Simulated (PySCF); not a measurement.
# A gas-phase reaction: BrHO3W + H2O → H2O4W + BrH

Wanted: the reaction energy for `[O]=[W](=[O])([OH])[Br]` + `O` → `[O]=[W](=[O])([OH])[OH]` + `Br`.

Programs: PySCF 2.14.0. All values are calculated, for the isolated system unless a continuum is named. Atoms count from 0, parts from 1.

## Step 1: Starting point

Each species was relaxed by itself at PBE0-D3(BJ)/def2-SVP.

## Step 2: Energies of the species: wB97M-D3(BJ)/def2-TZVPD

The job: settings as JSON, then the geometry in Å.

```
{"job": {"kind": "react", "xc": "wB97M-D3(BJ)", "basis": "def2-TZVPD"}, "charge": 0, "multiplicity": 1}
-1 BrHO3W charge 0 multiplicity 1
O     -0.210230     0.318410    -1.820810
W     -0.312160     0.198840    -0.130760
O     -1.702360    -0.721760     0.186100
O      1.192120    -0.681480     0.532920
Br    -0.597470     2.417130     0.809130
H      1.630160    -1.531120     0.423390

-1 H2O charge 0 multiplicity 1
O      0.003340     0.399000     0.004300
H     -0.755810    -0.193080    -0.009980
H      0.752460    -0.205880     0.005620

+1 H2O4W charge 0 multiplicity 1
O      1.583360    -0.521940     0.838260
W      0.086950     0.032110     0.241510
O     -0.665950     0.807910     1.558440
O     -0.954300    -1.420650    -0.334540
O      0.355490     1.254970    -1.158220
H     -1.256700    -2.228040     0.092480
H      0.851190     2.075650    -1.237910

+1 BrH charge 0 multiplicity 1
Br     0.714010    -0.001150    -0.000630
H     -0.708100     0.004150    -0.000730
```

With the program's defaults for keys left out, this is: wB97M-D3(BJ)/def2-TZVPD reaction energy of separated species, gas phase.

Command:

```sh
$ OMP_NUM_THREADS=1 python cluster_run.py task.json out
```

One launch serves the whole session: the jobs run in the order shown.

**Question.** The jobs that follow are: PBE0-D3(BJ)/def2-TZVPD reaction energy of separated species, gas phase. Predict: reaction energy (wB97M-D3(BJ)/def2-TZVPD); ΔH, ΔG at 298 K (xTB thermal terms). Thermal terms come from harmonic xTB runs on each species.

**Answer**, as computed:

| quantity | value |
| --- | --- |
| reaction energy (wB97M-D3(BJ)/def2-TZVPD) | 6.20 kcal/mol |
| ΔH, ΔG at 298 K (xTB thermal terms) | +3.0, +3.0 kcal/mol |
| range of the reaction energy over the runs of this table | 6.20 to 8.44 kcal/mol |

In words: The reaction is endothermic by 3.0 kcal/mol in the gas phase; dispersion gives +0.11, and xTB itself gave 40.16 for the electronic energy (xTB energies and thermal terms come from the earlier relaxation of each species, not shown). No barrier was sought. xTB and this level differ widely in the electronic energy, so what comes from xTB (the thermal terms above all) is less safe here. The reaction energy runs from 6.20 (wB97M-D3(BJ)/def2-TZVPD) to 8.44 kcal/mol (PBE0-D3(BJ)/def2-TZVPD).
